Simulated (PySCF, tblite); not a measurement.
# C6H15AlFP: infrared bands and NMR shifts

Wanted: the infrared bands and NMR shifts of C6H15AlFP (`CC(C)[P@+]1([AlH3-])C[C@H](F)C1`), by calculation.

The runs use tblite 0.8.0 and PySCF 2.14.0, with density-fitted response routines of our own; the level of theory stands in each step. All values are computed, except where a source is named. Atoms are numbered from 0 throughout.

## Step 1: Starting geometry

24 atoms, charge 0, multiplicity 1; geometry from: GFN2-xTB.

Bonds of the start (Å): C0–C1 1.52, C1–C2 1.52, C1–P3 1.86, P3–Al4 2.47, P3–C5 1.86, C5–C6 1.53, C6–F7 1.38, C6–C8 1.53, C8–P3 1.85, C0–H9 1.09, C0–H10 1.09, C0–H11 1.09, C1–H12 1.10, C2–H13 1.09, C2–H14 1.09, C2–H15 1.09, Al4–H16 1.57, Al4–H17 1.56, Al4–H18 1.58, C5–H19 1.09, C5–H20 1.09, C6–H21 1.09, C8–H22 1.09, C8–H23 1.09.

## Step 2: Infrared spectrum with GFN2-xTB

What the job is given:

```
{"job": {"kind": "ir", "xc": "GFN2-xTB", "basis": "xTB"}, "charge": 0, "multiplicity": 1}
C     -1.759117    -1.204389    -1.441733
C     -1.169700    -0.918241    -0.064749
C     -2.211113    -0.337615     0.885718
P      0.188975     0.339656    -0.250685
Al     0.365244     2.804997    -0.275970
C      1.673380    -0.621870    -0.836885
C      2.388497    -0.370724     0.495824
F      2.911324    -1.523481     1.036700
C      1.195282     0.165257     1.295502
H     -0.998003    -1.594622    -2.116237
H     -2.562944    -1.934682    -1.368687
H     -2.163174    -0.289795    -1.873740
H     -0.742937    -1.835493     0.358418
H     -2.615712     0.587115     0.476169
H     -3.030023    -1.039768     1.031566
H     -1.769712    -0.114646     1.856065
H     -0.335502     2.989305     1.120857
H     -0.376163     3.212719    -1.587517
H      1.942955     2.748308    -0.272765
H      2.181784    -0.225088    -1.713434
H      1.462649    -1.681777    -0.982057
H      3.218442     0.337136     0.420999
H      0.813232    -0.578390     1.995396
H      1.380600     1.105853     1.818802
```

**Question.** This job is followed by: GIAO PBE0/pcSseg-1 NMR shielding, non-relativistic, gas phase. Predict these results of the whole session: strongest single infrared mode (GFN2-xTB); zero-point energy (GFN2-xTB); 13C shifts against TMS (PBE0/pcSseg-1, means over atoms taken as alike); 1H shifts against TMS (PBE0/pcSseg-1, means over atoms taken as alike); 31P shifts against H3PO4 (PBE0/pcSseg-1); 27Al shifts against AlH4- (PBE0/pcSseg-1); 19F shifts against CFCl3 (PBE0/pcSseg-1).

**Answer**, as computed:

| quantity | value |
| --- | --- |
| strongest single infrared mode (GFN2-xTB) | 725 cm⁻¹, 848 km/mol |
| zero-point energy (GFN2-xTB) | 116.6 kcal/mol |
| 13C shifts against TMS (PBE0/pcSseg-1, means over atoms taken as alike) | 87.5, 41.5, 35.0, 19.4 ppm |
| 1H shifts against TMS (PBE0/pcSseg-1, means over atoms taken as alike) | 5.53, 3.97, 2.89, 2.41, 2.25, 1.30 ppm |
| 31P shifts against H3PO4 (PBE0/pcSseg-1) | -73.8 ppm |
| 27Al shifts against AlH4- (PBE0/pcSseg-1) | 52.9 ppm |
| 19F shifts against CFCl3 (PBE0/pcSseg-1) | -160.2 ppm |

What this shows: All 66 modes are real, so the xTB geometry is a minimum. The strongest single mode, at 725 cm⁻¹, is carried by H18, H16, H17. GFN2-xTB is a fitted tight-binding method: band positions and strengths are rough. Its intensities can rank the bands wrongly. C6 (sp3 CH bonded to F) lies farthest downfield among carbon, at 87.5 ppm; deshielded by the electronegative neighbour. The most deshielded hydrogen is H21 (hydrogen on an sp3 CH bonded to F), at 5.53 ppm: its carbon carries F, hence the downfield position. At PBE0/pcSseg-1: Shielding is most anisotropic at P3 (span 157 ppm, paramagnetic term -578 ppm).
